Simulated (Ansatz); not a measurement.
# Ba2CoWO6: properties at the relaxed cell

One table from this session's results is given with a row withheld; the runs are named, their logs left out.

Method: DFT PBEsol, scalar-relativistic, plane waves, PAW, in Ansatz 0.2.0.

### The starting structure

It takes space group Fm-3m (No. 225, cubic). The conventional cell has a = 8.016 Å, b = 8.016 Å, c = 8.016 Å, α = 90.00°, β = 90.00°, γ = 90.00°. Around Ba (site symmetry -43m) lie 12 O at 2.83 Å. Co (site symmetry m-3m) has 6 O at 2.08 Å in its first shell of neighbours. W (site symmetry m-3m) has 6 O at 1.93 Å in its first shell of neighbours. O (site symmetry 4mm) is surrounded by 1 W at 1.93 Å and 1 Co at 2.08 Å and 4 Ba at 2.83 Å.

Coordinates:

```xyz
10
Lattice="0.0000 4.0080 4.0080 4.0080 0.0000 4.0080 4.0080 4.0080 0.0000" Properties=species:S:1:pos:R:3 pbc="T T T"
Ba    2.0040    2.0040    2.0040
Ba    6.0120    6.0120    6.0120
Co    0.0000    0.0000    0.0000
W     4.0080    4.0080    4.0080
O     2.0758    4.0080    4.0080
O     4.0080    2.0758    4.0080
O     5.9402    4.0080    4.0080
O     4.0080    5.9402    4.0080
O     4.0080    4.0080    2.0758
O     4.0080    4.0080    5.9402
```

This cell was relaxed beforehand with the same method: volume 12.88 Å³/atom, gap on the mesh none (metal), site moments up to 2.5 μB.

Set-up of the first run:

Input file input.yaml:

```yaml
crystal:
  lattice:
    - [0.0, 3.967510525, 3.967510525]
    - [3.967510525, 0.0, 3.967510525]
    - [3.967510525, 3.967510525, 0.0]
  atoms:
    - { symbol: Ba, position: [0.25, 0.25, 0.25] }
    - { symbol: Ba, position: [0.75, 0.75, 0.75] }
    - { symbol: Co, position: [0.0, 0.0, 0.0], spin: 2.77 }
    - { symbol: W, position: [0.5, 0.5, 0.5] }
    - { symbol: O, position: [0.7410481453, 0.2589518547, 0.2589518547] }
    - { symbol: O, position: [0.2589518547, 0.7410481453, 0.2589518547] }
    - { symbol: O, position: [0.2589518547, 0.7410481453, 0.7410481453] }
    - { symbol: O, position: [0.7410481453, 0.2589518547, 0.7410481453] }
    - { symbol: O, position: [0.2589518547, 0.2589518547, 0.7410481453] }
    - { symbol: O, position: [0.7410481453, 0.7410481453, 0.2589518547] }
basis:
  ecutwfc: 420
kpoints:
  mp_grid: { grid: [8, 8, 8] }
hamiltonian:
  xc: pbesol
scf:
  occupations: { method: gaussian, width: 0.1 }
output:
  forces: true
  stress: true
  eigenvalues: true
  populations: true
  write_density: true
  write_potential: true
  elf: true
  volumetric_format: npy
magnetization:
  spin_polarized: true
relax:
  adjacent_minimum: "off"
  f_tol: 0.01
  max_steps: 30
```

Started as:

```sh
$ ansatz run input.yaml --threads 2 --pin off --max-ram 5120MiB --backend cpu --events-out ev --progress --plain --runs-dir out
```

Among the steps run: The cell scaled to 0.97 of its volume; The cell scaled to 1.03 of its volume; Point at V/V0 = 0.94; The cell scaled to 1.06 of its volume; Point at V/V0 = 0.91; Volume × 1.10; The cell scaled to 0.88 of its volume.

One table of the session follows, with a row left open; its other results are not shown here.

It belongs to the step «Equation of state». 

```
volume (Å³/atom)  energy above the lowest point (meV/atom)  pressure (GPa)  largest moment (μB)
          11.332                                      95.2           19.82                 0.91
          11.718                                      58.4           17.81                 2.47
          12.104                                      24.2           10.78                 2.49
          12.491                                       5.7            4.89                 2.50
          12.877                                       0.0            0.00                 2.52
          13.263                                         ?               ?                    ?
          13.650                                      19.2           -7.41                 2.53
          14.165                                      49.1          -10.96                 2.54
```

Q: Estimate the row for volume (Å³/atom) = 13.263 from the others.

Worked estimate for «energy above the lowest point (meV/atom)». A straight line through the neighbours (12.877, 0.0) and (13.650, 19.2) gives 0.0 + (19.2 − 0.0) × (13.263 − 12.877) / (13.650 − 12.877) = 9.6; a parabola fitted to 4 rows on both sides gives 5.3.

**Answer.** energy above the lowest point (meV/atom): 5.2; pressure (GPa): -4.06; largest moment (μB): 2.52. In «energy above the lowest point (meV/atom)» the line misses by +4.4 and the parabola by +0.1.

Caveats from the session: Without a U such compounds often come out metallic though many are antiferromagnetic insulators. Warnings in the runs' records: stress scf threshold loose.
